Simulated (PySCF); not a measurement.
# C4H3BrO (2-Bromofurane): the cost of one run

Programs: PySCF 2.14.0, with routines of our own; each step states its level. All values are computed. Atoms count from 0.

## 1. The starting structure

9 atoms, charge 0, multiplicity 1; geometry from: GFN2-xTB.

## 2. Relaxing the molecule at PBE0-D3(BJ)/def2-SVP

The job: settings as JSON, then the geometry in Å.

```
{"job": {"xc": "PBE0", "basis": "def2-SVP", "d3": "d3bj", "grid": 1, "maxiter": 30, "shake": 0.01, "kind": "geom"}, "charge": 0, "multiplicity": 1}
Br     2.977230    -0.328700     0.353800
C      1.104380    -0.150880     0.132740
C      0.309940     0.932450    -0.150050
C     -0.960200     0.432400    -0.184780
C     -0.905180    -0.909540     0.061910
O      0.375850    -1.258020     0.264240
H      0.666790     1.939890    -0.293130
H     -1.868870     0.996280    -0.377940
H     -1.642120    -1.671020     0.159480
```

On the command line:

```sh
> OMP_NUM_THREADS=1 python heavy_run.py task.json out
```

The driver reads the jobs from task.json and runs them one after another.

Q: Estimate the wall time and peak memory of this first job on 1 thread of Arm Neoverse V2, shared host.

About 42 s, with a peak of 0.5 GiB.
